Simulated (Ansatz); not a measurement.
**C₂H₆BBrS: up Jacob's ladder to CCSD(T)**

An exercise on one series of results from a longer session: the logs are not shown, and one member is left open.

Method: functionals in def2-TZVPP, the program's frozen cores in correlated methods; program: Ansatz 0.2.0, Gaussian basis.

Levels to be run: PBE-D4, r2SCAN-D4, PBE0-D4, B3LYP-D4, ωB97X-V, ωB97M-V, B2PLYP; CCSD(T)/def2-TZVPP; MP2/def2-QZVPP; extrapolation to the limit.

### Structure used throughout

All runs share one geometry, relaxed beforehand with PBE0-D4 in a triple-zeta def2 set.

SMILES `CC(Br)BS`, 11 atoms, charge 0, spin multiplicity 1.

Atoms are counted from 1 here; the program's logs count them from 0.

Bond lengths: C1–C2 1.505 Å, C1–H6 1.091 Å, C1–H7 1.092 Å, C1–H8 1.095 Å, C2–Br3 1.984 Å, C2–B4 1.570 Å, C2–H9 1.090 Å, B4–S5 1.777 Å, B4–H10 1.192 Å, S5–H11 1.345 Å. Angles: C2–C1–H6 111.6°, C2–C1–H7 111.9°, C2–C1–H8 109.1°, H6–C1–H7 107.7°, H6–C1–H8 108.1°, H7–C1–H8 108.3°, C1–C2–Br3 110.4°, C1–C2–B4 121.3°, C1–C2–H9 111.3°, Br3–C2–B4 96.8°, Br3–C2–H9 103.1°, B4–C2–H9 111.4°, C2–B4–S5 125.8°, C2–B4–H10 119.5°, S5–B4–H10 114.7°, B4–S5–H11 99.4°.

Coordinates:

```xyz
11
charge 0, multiplicity 1
C    -0.87590   -0.58004    0.74361
C     0.30998    0.33494    0.59506
Br    1.98519   -0.62890    1.04116
B     0.76532    0.85890   -0.81275
S     0.24167    0.21043   -2.38191
H    -0.99209   -0.92189    1.77329
H    -0.79143   -1.46308    0.10744
H    -1.78396   -0.03784    0.45989
H     0.28486    1.13929    1.33031
H     1.52298    1.77719   -0.88119
H    -0.60133   -0.74610   -1.95421
```

The first run:

Contents of in.yaml:

```yaml
crystal:
  periodic: [false, false, false]
  atoms:
    - {symbol: C, position_ang: [-0.875903, -0.580043, 0.743612]}
    - {symbol: C, position_ang: [0.309980, 0.334936, 0.595055]}
    - {symbol: Br, position_ang: [1.985194, -0.628903, 1.041163]}
    - {symbol: B, position_ang: [0.765321, 0.858902, -0.812747]}
    - {symbol: S, position_ang: [0.241674, 0.210434, -2.381906]}
    - {symbol: H, position_ang: [-0.992089, -0.921890, 1.773287]}
    - {symbol: H, position_ang: [-0.791426, -1.463084, 0.107437]}
    - {symbol: H, position_ang: [-1.783962, -0.037837, 0.459890]}
    - {symbol: H, position_ang: [0.284859, 1.139294, 1.330308]}
    - {symbol: H, position_ang: [1.522977, 1.777191, -0.881186]}
    - {symbol: H, position_ang: [-0.601326, -0.746100, -1.954213]}
basis:
  gaussian: {orbitals: def2-TZVPP}
hamiltonian: {xc: pbe, dispersion: d4}
output: {forces: true, orbitals: {seedname: orbitals}}
```

Started as:

```sh
$ ansatz run in.yaml --threads 4 --pin off --events-out ev --progress --plain --max-ram 10444MiB
```

Steps of the session up to this table: PBE-D4 (GGA); r2SCAN-D4 (meta-GGA); PBE0-D4 (hybrid); B3LYP-D4 (hybrid); ωB97X-V (range-separated); ωB97M-V (range-separated); B2PLYP (double hybrid); CCSD(T) in def2-TZVPP; MP2 in def2-QZVPP.

One table of the session follows, with a row left open; its other results are not shown here.

It belongs to the step «Atomisation energies». 

```
            method  atomisation energy (kJ/mol)
            PBE-D4                       4043.4
         r2SCAN-D4                       3986.2
           PBE0-D4                            ?
          B3LYP-D4                       3952.3
           ωB97X-V                       3960.3
           ωB97M-V                       3967.8
            B2PLYP                       3907.8
     HF/def2-TZVPP                       2951.6
    MP2/def2-TZVPP                       3920.2
   CCSD/def2-TZVPP                       3796.5
CCSD(T)/def2-TZVPP                       3857.6
           MP2/CBS                       4013.6
       CCSD(T)/CBS                       3951.0
```

Q: Estimate the row for PBE0-D4 from the others.

As computed: atomisation energy (kJ/mol): 3990.8. In the column «atomisation energy (kJ/mol)» it lies between r2SCAN-D4 (3986.2) and MP2/CBS (4013.6).
